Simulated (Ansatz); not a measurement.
# AlFGeH4: the cost of one run

All numbers are computed with Ansatz 0.2.0, driven from Python. The levels of theory stand in the script.

**1. Starting point**

Bond lengths: F1–Ge2 1.728 Å, Ge2–Al3 2.412 Å, Ge2–H4 1.556 Å, Ge2–H5 1.557 Å, Al3–H6 1.616 Å, Al3–H7 1.607 Å. Angles: F1–Ge2–Al3 108.3°, F1–Ge2–H4 110.8°, F1–Ge2–H5 112.0°, Al3–Ge2–H4 107.2°, Al3–Ge2–H5 109.4°, H4–Ge2–H5 109.0°, Ge2–Al3–H6 120.8°, Ge2–Al3–H7 122.5°, H6–Al3–H7 116.8°.

The script holds or builds the structure itself.

**2. The script**

basis_alfgeh4.py

```python
# -*- coding: utf-8 -*-
import ansatz as az
from ase import Atoms

atoms = Atoms(["F", "Ge", "Al", "H", "H", "H", "H"], positions=[
    (-2.1697, -0.5098, 0.4586),
    (-0.8235, -0.282, -0.5998),
    (1.0847, 0.3625, 0.7268),
    (-0.4552, -1.6108, -1.321),
    (-1.1028, 0.814, -1.6705),
    (2.413, -0.5565, 0.7651),
    (1.1148, 1.7145, 1.5951),
])
molecule = az.Crystal.molecule_from_ase(atoms)

base = molecule.calculation().functional("hf")

energies = {}
for basis in ["def2-SVP", "def2-SVPD", "def2-TZVP", "def2-TZVPP"]:
    report = base.basis(gaussian=basis).run().report
    size = report["n_frozen"] + report["n_occupied"][0] + report["n_virtual"][0]
    energies[basis] = (report["reference_energy_ev"] / 27.211386246, report["free_energy_ev"] / 27.211386246)
    print(f"{basis:14s} {size:4d} orbitals  reference {energies[basis][0]:14.6f} Ha  total {energies[basis][1]:14.6f} Ha")

last = energies["def2-TZVPP"][1]
for basis, (_, total) in energies.items():
    print(f"{basis:14s} lies {27.211386 * (total - last):9.4f} eV above def2-TZVPP")
```

**3. The calls as engine input**

The engine receives this input (first run):

```yaml
crystal:
  periodic: [false, false, false]
  atoms:
    - { symbol: F, position_ang: [-2.1697, -0.5098, 0.4586] }
    - { symbol: Ge, position_ang: [-0.8235, -0.282, -0.5998] }
    - { symbol: Al, position_ang: [1.0847, 0.3625, 0.7268] }
    - { symbol: H, position_ang: [-0.4552, -1.6108, -1.321] }
    - { symbol: H, position_ang: [-1.1028, 0.814, -1.6705] }
    - { symbol: H, position_ang: [2.413, -0.5565, 0.7651] }
    - { symbol: H, position_ang: [1.1148, 1.7145, 1.5951] }
basis:
  gaussian:
    orbitals: def2-SVP
hamiltonian:
  xc: hf
```

**4. Launch**

Launch:

```
python basis_alfgeh4.py
```

Q: Estimate wall time and peak memory on 1 thread of Arm Neoverse V2, shared host.

About 4.9 s, with a peak of 0.37 GiB.
